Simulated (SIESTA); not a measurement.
The system is CuPt7 (Kitagohaite).

```
CELL_PARAMETERS angstrom
0.00000 3.89455 3.89455
3.89455 0.00000 3.89455
3.89455 3.89455 0.00000
ATOMIC_POSITIONS crystal
Pt 0.00000 0.00000 0.50000
Pt 0.50000 0.50000 0.00000
Pt 0.00000 0.50000 0.00000
Pt 0.00000 0.50000 0.50000
Pt 0.50000 0.00000 0.50000
Pt 0.50000 0.00000 0.00000
Pt 0.50000 0.50000 0.50000
Cu 0.00000 0.00000 0.00000
```

| Quantity | Value |
| --- | --- |
| Program | SIESTA 5.4.2 |
| Task | single point |
| Functional | PBEsol |
| Potentials or basis | PseudoDojo 0.4 standard (PBEsol files) |
| Basis | DZP (energy shift 0.003 Ry; two zetas on semicore shells) |
| Grid cutoff | 800 Ry |
| Energy shift | 0.003 Ry |
| k mesh | 6 × 6 × 6 |
| Occupations | fermi-dirac, width 0.05 eV |
| Spin | no spin polarisation |

On this cell: pressure -0.3 GPa; largest force zero by symmetry; band gap on the k mesh none (metal or under the smearing width).

The same run follows on a disturbed copy (atoms moved at random, drawn with an rms of 0.05 Å):

```
CELL_PARAMETERS angstrom
0.00000 3.89455 3.89455
3.89455 0.00000 3.89455
3.89455 3.89455 0.00000
ATOMIC_POSITIONS crystal
Pt 0.99695 0.00230 0.49267
Pt 0.49312 0.50223 0.00520
Pt 0.99428 0.51022 0.00377
Pt 0.00981 0.50746 0.47941
Pt 0.48871 0.99615 0.51010
Pt 0.49774 0.99844 0.00940
Pt 0.50446 0.49857 0.49846
Cu 0.00382 0.00490 0.99059
```

Problem. What changes?

Solution. The energy (extrapolated to zero smearing) moves by +21.5 meV/atom; pressure 0.9 GPa; largest force 1.755 eV/Å; band gap on the k mesh none (metal or under the smearing width).

Forces in eV/Å, atoms in the order of the input:
```
Pt   0.232  0.169 -0.322
Pt  -0.882  0.272  0.759
Pt  -1.181 -0.652  0.022
Pt   1.389  0.564 -0.911
Pt  -0.089  0.287  0.616
Pt  -0.224 -0.579  0.442
Pt   0.383  0.188 -0.630
Cu   0.369 -0.246  0.026
```

Stress tensor (GPa, compression positive):
```
 1.17  0.06 -0.52
 0.06  0.67 -0.06
-0.52 -0.06  0.84
```

Caveats: short orbitals over semicore shells can move pressures by several GPa; the basis of atomic orbitals isn't converged, which shifts pressures, moduli and gaps.
